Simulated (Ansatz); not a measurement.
# CH6AlNSi: small, medium and large basis sets

One table from this session's results is given with a row withheld; the runs are named, their logs left out.

Computed with Ansatz 0.2.0, Gaussian basis. Level: one geometry, several basis sets.

Levels to be run: PBE0-D4/def2-SVP; ωB97M-V/def2-SVP; PBE0-D4/def2-QZVPP; ωB97M-V/def2-QZVPP; the functionals' def2-TZVPP values are taken from earlier runs.

## Structure used throughout

The geometry comes from an earlier relaxation with PBE0-D4 in a triple-zeta def2 set; it is a stationary point, not always the lowest conformer.

10 atoms, charge 0, spin multiplicity 1.

Atoms are counted from 1 here; the program's logs count them from 0.

Bond lengths: C1–N2 1.486 Å, C1–Al4 1.958 Å, C1–H5 1.090 Å, C1–H6 1.091 Å, N2–Si3 1.795 Å, N2–H7 1.011 Å, Si3–Al4 2.348 Å, Si3–H8 1.495 Å, Si3–H9 1.490 Å, Al4–H10 1.583 Å. Angles: N2–C1–Al4 72.5°, N2–C1–H5 114.6°, N2–C1–H6 110.7°, Al4–C1–H5 126.6°, Al4–C1–H6 115.4°, H5–C1–H6 110.6°, C1–N2–Si3 113.4°, C1–N2–H7 117.4°, Si3–N2–H7 125.4°, N2–Si3–Al4 58.2°, N2–Si3–H8 113.2°, N2–Si3–H9 106.1°, Al4–Si3–H8 129.4°, Al4–Si3–H9 123.2°, H8–Si3–H9 107.3° and more.

The first run:

File in.yaml:

```yaml
crystal:
  periodic: [false, false, false]
  atoms:
    - {symbol: C, position_ang: [-0.806236, 0.780551, -0.670115]}
    - {symbol: N, position_ang: [0.118547, 0.515567, 0.462846]}
    - {symbol: Si, position_ang: [0.263711, -1.226710, 0.871146]}
    - {symbol: Al, position_ang: [0.582323, -0.438131, -1.317499]}
    - {symbol: H, position_ang: [-1.848590, 0.531848, -0.471560]}
    - {symbol: H, position_ang: [-0.716298, 1.814202, -1.007129]}
    - {symbol: H, position_ang: [0.319262, 1.283012, 1.089832]}
    - {symbol: H, position_ang: [-0.967113, -1.788058, 1.507317]}
    - {symbol: H, position_ang: [1.364444, -1.327098, 1.869898]}
    - {symbol: H, position_ang: [1.773051, -0.196283, -2.331636]}
basis:
  gaussian: {orbitals: def2-SVP}
hamiltonian: {xc: pbe0, dispersion: d4}
output: {orbitals: {seedname: orbitals}}
```

Started as:

```bash
ansatz run in.yaml --threads 2 --pin off --events-out ev --progress --plain --max-ram 4352MiB
```

Steps of the session up to this table: PBE0-D4 in def2-SVP; ωB97M-V in def2-SVP; PBE0-D4 in def2-QZVPP; ωB97M-V in def2-QZVPP.

One of the session's tables, all rows but one given; the rest of the session is left out.

It belongs to the step «Density functionals: the series». 

| functional | basis | HOMO (eV) |
| --- | --- | --- |
| PBE0-D4 | def2-SVP | -6.54 |
| PBE0-D4 | def2-TZVPP | ? |
| PBE0-D4 | def2-QZVPP | -6.56 |
| ωB97M-V | def2-SVP | -8.54 |
| ωB97M-V | def2-TZVPP | -8.57 |
| ωB97M-V | def2-QZVPP | -8.59 |

Q: Estimate the row for PBE0-D4, def2-TZVPP from the others.

As computed: HOMO (eV): -6.55. In the column «HOMO (eV)» it lies between PBE0-D4, def2-QZVPP (-6.56) and PBE0-D4, def2-SVP (-6.54).
